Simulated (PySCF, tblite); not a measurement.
# C₈H₉N: a rotation path, then NMR shifts on frames

How do NMR shifts of C₈H₉N (`N#CCC1=CCC=CC1`) change as the atoms move?

Programs: tblite 0.8.0 and PySCF 2.14.0, with density-fitted response routines of our own. Each step states its level of theory. These are calculated values for one molecule in the gas phase, unless marked as measured. Atoms are numbered from 0 throughout.

### Step 1. The starting structure

18 atoms, charge 0, multiplicity 1; geometry from: GFN2-xTB.

Bonds of the start (Å): N0–C1 1.14, C1–C2 1.44, C2–C3 1.51, C3–C4 1.32, C4–C5 1.50, C5–C6 1.50, C6–C7 1.32, C7–C8 1.50, C8–C3 1.50, C2–H9 1.10, C2–H10 1.09, C4–H11 1.08, C5–H12 1.10, C5–H13 1.10, C6–H14 1.08, C7–H15 1.08, C8–H16 1.10, C8–H17 1.10.

### Step 2. A band between two rotamers with GFN2-xTB

What the job is given:

```
{"job": {"kind": "neb", "xc": "GFN2-xTB", "basis": "xTB", "atoms": [1, 2, 3, 8], "turn": 120}, "charge": 0, "multiplicity": 1}
N      3.061552     2.132824     0.328334
C      2.659013     1.068895     0.215588
C      2.124339    -0.262748     0.071582
C      0.613032    -0.214972     0.048516
C     -0.115787    -0.739497     1.020393
C     -1.610402    -0.716103     1.052533
C     -2.200703    -0.021936    -0.133319
C     -1.479318     0.507336    -1.104236
C      0.016278     0.479688    -1.140592
H      2.507808    -0.685384    -0.863502
H      2.480372    -0.871867     0.906490
H      0.360626    -1.226759     1.861865
H     -1.944755    -0.219868     1.972237
H     -1.991353    -1.743977     1.104636
H     -3.280500     0.029493    -0.158241
H     -1.955959     1.000891    -1.940104
H      0.400172     1.506969    -1.191124
H      0.346828    -0.016669    -2.062713
```

Level: GFN2-xTB climbing-image nudged elastic band, gas phase.

The run is started by

```
$ OMP_NUM_THREADS=1 python probes_run.py task.json out
```

This one command runs all jobs of the session in turn.

What it wrote:

```text
image   E - E0 / eV
  0      -0.0000
  1       0.0062
  2       0.0212
  3       0.0346
  4       0.0402
  5       0.0391
  6       0.0362
  7       0.0342
  8       0.0299
```

Wall time 7 s (1 thread of Arm Neoverse N1, shared host); peak memory 0.19 GiB.

The final band, with the dihedral C1–C2–C3–C8:

| image | dihedral (°) | energy (eV) | energy (kcal/mol) |
| --- | --- | --- | --- |
| 0 | 66 | 0.000 | 0.0 |
| 1 | 81 | 0.006 | 0.1 |
| 2 | 96 | 0.021 | 0.5 |
| 3 | 111 | 0.035 | 0.8 |
| 4 | 127 | 0.040 | 0.9 |
| 5 | 142 | 0.039 | 0.9 |
| 6 | 157 | 0.036 | 0.8 |
| 7 | 172 | 0.034 | 0.8 |
| 8 | 186 | 0.030 | 0.7 |

### Step 3. Nuclear shieldings: image 0, PBE0/pcSseg-1

What the job is given:

```
{"job": {"kind": "nmr", "xc": "PBE0", "basis": "pcSseg-1", "pop": false}, "charge": 0, "multiplicity": 1}
N      3.061600     2.132800     0.328300
C      2.659000     1.068900     0.215600
C      2.124300    -0.262700     0.071600
C      0.613000    -0.215000     0.048500
C     -0.115800    -0.739500     1.020400
C     -1.610400    -0.716100     1.052500
C     -2.200700    -0.021900    -0.133300
C     -1.479300     0.507300    -1.104200
C      0.016300     0.479700    -1.140600
H      2.507800    -0.685400    -0.863500
H      2.480400    -0.871900     0.906500
H      0.360600    -1.226800     1.861900
H     -1.944800    -0.219900     1.972200
H     -1.991400    -1.744000     1.104600
H     -3.280500     0.029500    -0.158200
H     -1.956000     1.000900    -1.940100
H      0.400200     1.507000    -1.191100
H      0.346800    -0.016700    -2.062700
```

Level: GIAO PBE0/pcSseg-1 NMR shielding, non-relativistic, gas phase.

What it wrote:

```text
coarse grid: 15336 points
cycle   1  E = -364.3645490917  dE =  1.409e+00  |g| = 5.225e-01  |ddm| = 4.062e+00
cycle   2  E = -364.2264070642  dE =  1.381e-01  |g| = 9.618e-01  |ddm| = 1.289e+00
cycle   3  E = -364.4294884759  dE = -2.031e-01  |g| = 1.746e-01  |ddm| = 8.208e-01
cycle   4  E = -364.4362939673  dE = -6.805e-03  |g| = 4.640e-02  |ddm| = 1.765e-01
cycle   5  E = -364.4367783770  dE = -4.844e-04  |g| = 1.097e-02  |ddm| = 5.612e-02
cycle   6  E = -364.4368030829  dE = -2.471e-05  |g| = 4.146e-03  |ddm| = 1.330e-02
cycle   7  E = -364.4368068562  dE = -3.773e-06  |g| = 1.476e-03  |ddm| = 4.544e-03
final grid: 149008 points
cycle   8  E = -364.4905497286  dE = -4.230e-05  |g| = 8.105e-03  |ddm| = 4.245e-02
cycle   9  E = -364.4905438206  dE =  5.908e-06  |g| = 9.500e-03  |ddm| = 1.780e-02
cycle  10  E = -364.4905670308  dE = -2.321e-05  |g| = 1.461e-03  |ddm| = 1.007e-02
cycle  11  E = -364.4905675605  dE = -5.297e-07  |g| = 3.822e-04  |ddm| = 1.587e-03
cycle  12  E = -364.4905675951  dE = -3.464e-08  |g| = 1.192e-04  |ddm| = 4.612e-04
cycle  13  E = -364.4905675972  dE = -2.108e-09  |g| = 7.111e-05  |ddm| = 1.290e-04
cycle  14  E = -364.4905675982  dE = -1.017e-09  |g| = 1.786e-05  |ddm| = 5.421e-05
cycle  15  E = -364.4905675983  dE = -7.333e-11  |g| = 2.174e-06  |ddm| = 1.372e-05
converged SCF energy = -364.4905675983

GIAO shielding tensors (ppm)
atom      isotropic    diamagn.    paramagn.     s11        s22        s33       span
  0 N      -31.726     339.573    -371.299   -205.115   -187.377    297.315    502.431
  1 C       64.917     260.302    -195.385    -50.241    -47.457    292.448    342.689
  2 C      159.046     245.855     -86.810    144.730    153.322    179.085     34.355
  3 C       53.277     263.294    -210.017    -60.797     64.015    156.613    217.410
  4 C       54.978     254.128    -199.150    -49.790     66.586    148.138    197.929
  5 C      154.959     249.131     -94.172    134.390    164.077    166.410     32.019
  6 C       56.707     254.811    -198.105    -57.325     63.378    164.067    221.392
  7 C       55.958     254.410    -198.452    -56.999     64.457    160.416    217.415
  8 C      154.943     247.645     -92.702    133.879    164.964    165.985     32.105
  9 H       28.962      27.460       1.502     25.437     27.424     34.024      8.586
 10 H       28.805      28.426       0.378     24.583     28.245     33.586      9.002
 11 H       25.756      33.288      -7.531     23.272     24.711     29.287      6.015
 12 H       28.697      29.346      -0.650     24.785     26.860     34.445      9.660
 13 H       28.722      28.889      -0.167     24.704     26.858     34.602      9.898
 14 H       25.710      29.711      -4.001     23.594     25.769     27.767      4.173
 15 H       25.652      30.116      -4.464     23.400     26.008     27.547      4.147
 16 H       28.354      31.255      -2.901     23.725     28.548     32.788      9.064
 17 H       29.125      30.359      -1.234     24.757     28.264     34.354      9.597
```

Run time: 53 s. Hardware: 1 thread of Arm Neoverse N1, shared host; peak memory 0.88 GiB.

Shifts follow as δ = σ(reference) − σ, with reference shieldings (ppm) from runs at the same level and on the same kind of geometry: ¹H TMS 31.72, ¹³C TMS 186.9, ¹⁵N NH3 267.7. The references are single molecules in the gas phase, so shifts against H2O, NH3, PH3, H3PO4 or CFCl3 are not on the usual liquid scales and can be off by tens of ppm. Each atom is listed at this fixed geometry, with no averaging over motion; a spectrum would average atoms that exchange fast.

```csv
atoms,environment,σ (ppm),δ (ppm)
C3,fully substituted alkene carbon,53.3,133.6
C4,alkene CH,55.0,131.9
C7,alkene CH,56.0,131.0
C6,alkene CH,56.7,130.2
C1,nitrile carbon,64.9,122.0
C8,allylic sp3 CH2,154.9,32.0
C5,allylic sp3 CH2,155.0,32.0
C2,allylic sp3 CH2,159.0,27.9
H15,hydrogen on an alkene CH,25.65,6.07
H14,hydrogen on an alkene CH,25.71,6.01
H11,hydrogen on an alkene CH,25.76,5.96
H16,hydrogen on an allylic sp3 CH2,28.35,3.36
H12,hydrogen on an allylic sp3 CH2,28.70,3.02
H13,hydrogen on an allylic sp3 CH2,28.72,3.00
H10,hydrogen on an allylic sp3 CH2,28.80,2.91
H9,hydrogen on an allylic sp3 CH2,28.96,2.76
H17,hydrogen on an allylic sp3 CH2,29.12,2.59
N0,nitrile nitrogen,-31.7,299.5
```

Ring of atoms C3, C4, C5, C6, C7, C8: NICS(0) 1.9, NICS(1) -0.8, NICS(1)zz 2.8 ppm (means of both faces).

### Step 4. Shielding tensors: image 2, PBE0/pcSseg-1

What the job is given:

```
{"job": {"kind": "nmr", "xc": "PBE0", "basis": "pcSseg-1", "pop": false}, "charge": 0, "multiplicity": 1}
N      3.058000     1.878800     1.133100
C      2.657600     0.949800     0.600500
C      2.131400    -0.219000    -0.061000
C      0.616400    -0.183800    -0.035100
C     -0.069000    -0.603100     1.017100
C     -1.561600    -0.586100     1.108500
C     -2.206000    -0.042100    -0.126400
C     -1.529200     0.389000    -1.174700
C     -0.035300     0.380600    -1.262600
H      2.499600    -0.230500    -1.091000
H      2.509600    -1.102900     0.460400
H      0.447900    -0.989400     1.886200
H     -1.865700     0.011200     1.977400
H     -1.928900    -1.603500     1.295500
H     -3.286800    -0.013900    -0.121300
H     -2.043400     0.771300    -2.046000
H      0.326800     1.402900    -1.431000
H      0.269900    -0.203100    -2.141300
```

Level: GIAO PBE0/pcSseg-1 NMR shielding, non-relativistic, gas phase.

What it wrote:

```text
coarse grid: 15336 points
cycle   1  E = -364.3615923174  dE =  1.406e+00  |g| = 5.258e-01  |ddm| = 4.058e+00
cycle   2  E = -364.2195919961  dE =  1.420e-01  |g| = 9.715e-01  |ddm| = 1.301e+00
cycle   3  E = -364.4276218102  dE = -2.080e-01  |g| = 1.750e-01  |ddm| = 8.269e-01
cycle   4  E = -364.4344792525  dE = -6.857e-03  |g| = 4.604e-02  |ddm| = 1.766e-01
cycle   5  E = -364.4349576931  dE = -4.784e-04  |g| = 1.056e-02  |ddm| = 5.515e-02
cycle   6  E = -364.4349815737  dE = -2.388e-05  |g| = 3.525e-03  |ddm| = 1.297e-02
cycle   7  E = -364.4349841234  dE = -2.550e-06  |g| = 1.477e-03  |ddm| = 4.013e-03
final grid: 149008 points
cycle   8  E = -364.4883612977  dE = -4.128e-05  |g| = 8.212e-03  |ddm| = 4.215e-02
cycle   9  E = -364.4883549417  dE =  6.356e-06  |g| = 9.672e-03  |ddm| = 1.821e-02
cycle  10  E = -364.4883790288  dE = -2.409e-05  |g| = 1.515e-03  |ddm| = 1.011e-02
cycle  11  E = -364.4883795956  dE = -5.668e-07  |g| = 3.446e-04  |ddm| = 1.565e-03
cycle  12  E = -364.4883796239  dE = -2.833e-08  |g| = 8.583e-05  |ddm| = 4.068e-04
cycle  13  E = -364.4883796255  dE = -1.588e-09  |g| = 3.046e-05  |ddm| = 9.298e-05
cycle  14  E = -364.4883796256  dE = -1.392e-10  |g| = 1.756e-05  |ddm| = 3.002e-05
converged SCF energy = -364.4883796256

GIAO shielding tensors (ppm)
atom      isotropic    diamagn.    paramagn.     s11        s22        s33       span
  0 N      -29.273     339.601    -368.874   -203.129   -179.475    294.785    497.914
  1 C       64.252     259.639    -195.387    -54.131    -45.962    292.850    346.981
  2 C      162.000     246.521     -84.521    149.851    155.399    180.750     30.899
  3 C       53.105     262.219    -209.114    -60.896     64.457    155.753    216.649
  4 C       53.195     254.439    -201.245    -56.291     62.368    153.507    209.798
  5 C      154.900     249.011     -94.111    133.964    163.930    166.806     32.842
  6 C       56.111     254.765    -198.653    -58.396     62.350    164.380    222.776
  7 C       56.030     254.179    -198.149    -56.181     64.990    159.281    215.463
  8 C      152.668     247.379     -94.711    132.139    158.636    167.228     35.089
  9 H       29.346      28.134       1.212     25.661     28.448     33.930      8.269
 10 H       28.666      27.965       0.701     24.724     27.531     33.744      9.020
 11 H       25.644      33.521      -7.877     23.237     24.180     29.516      6.279
 12 H       28.637      29.474      -0.837     24.770     26.831     34.310      9.540
 13 H       28.680      28.984      -0.304     24.657     26.880     34.502      9.845
 14 H       25.698      29.608      -3.910     23.644     25.755     27.694      4.050
 15 H       25.716      29.850      -4.134     23.519     26.069     27.560      4.041
 16 H       28.577      30.667      -2.090     24.451     28.357     32.922      8.471
 17 H       29.041      30.192      -1.152     24.748     28.275     34.099      9.351
```

Wall time 52 s (1 thread of Arm Neoverse N1, shared host); peak memory 0.89 GiB.

This run: δ C3 133.8, C4 133.7, C7 130.9, C6 130.8, H11 6.07, H14 6.02 ppm.

[end of part 1 of 2]
